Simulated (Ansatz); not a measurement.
# MgI2: the cost of one run

Computed with Ansatz 0.2.0 (DFT PBE+D3(BJ), scalar-relativistic, plane waves, PAW, unless a step's input says otherwise).

### Step 1. The system as given

Symmetry: P-3m1, No. 164, trigonal system. Conventional cell: a = 4.129 Å, b = 4.129 Å, c = 44.207 Å, α = 90.00°, β = 90.00°, γ = 120.00°. Around Mg (site symmetry 3m) lie 6 I at 2.92 Å. Around I (site symmetry 3m) lie 3 Mg at 2.92 Å.

Structure file:

```
CELL_PARAMETERS angstrom
4.12912 0.00000 0.00000
-2.06456 3.57592 0.00000
0.00000 0.00000 44.20651
ATOMIC_POSITIONS crystal
Mg 0.00000 0.00000 0.19371
Mg 0.33333 0.66667 0.34920
I 0.33333 0.66667 0.23166
I 0.66667 0.33333 0.15568
I 0.66667 0.33333 0.38723
I 0.00000 0.00000 0.31125
```

The start is the relaxed end of an invented cell (made as: sheets of the ErSe2 type as a bilayer), taken up again for a closer look.

It is a sheet, periodic along a and b, with vacuum along c; volumes and pressures of the box carry no meaning, and space groups named for it are those of the box.

### Step 2. The guess as it stands, on a coarse mesh

input.yaml

```yaml
crystal:
  lattice:
    - [4.129119, 0.0, 0.0]
    - [-2.064559, 3.575922, 0.0]
    - [0.0, 0.0, 44.206508]
  atoms:
    - { symbol: Mg, position: [0.0, 0.0, 0.193711] }
    - { symbol: Mg, position: [0.333333, 0.666667, 0.349196] }
    - { symbol: I, position: [0.333333, 0.666667, 0.231659] }
    - { symbol: I, position: [0.666667, 0.333333, 0.155677] }
    - { symbol: I, position: [0.666667, 0.333333, 0.38723] }
    - { symbol: I, position: [0.0, 0.0, 0.311247] }
  periodic: [true, true, false]
basis:
  ecutwfc: 420
kpoints:
  mp_grid: { grid: [6, 6, 1] }
hamiltonian:
  xc: pbe
  dispersion: d3bj
scf:
  occupations: { method: gaussian, width: 0.1 }
  lower_state_search: "off"
output:
  forces: true
  stress: true
  eigenvalues: true
```

The run is started by

```console
$ ansatz run input.yaml --threads 4 --pin off --max-ram 8192MiB --backend cpu --events-out ev --progress --plain --runs-dir out
```

**Question.** How long does this run take on 4 threads of Arm Neoverse N1, shared host, and how much memory does it need?

About 6.9 s, with a peak of 1.2 GiB.
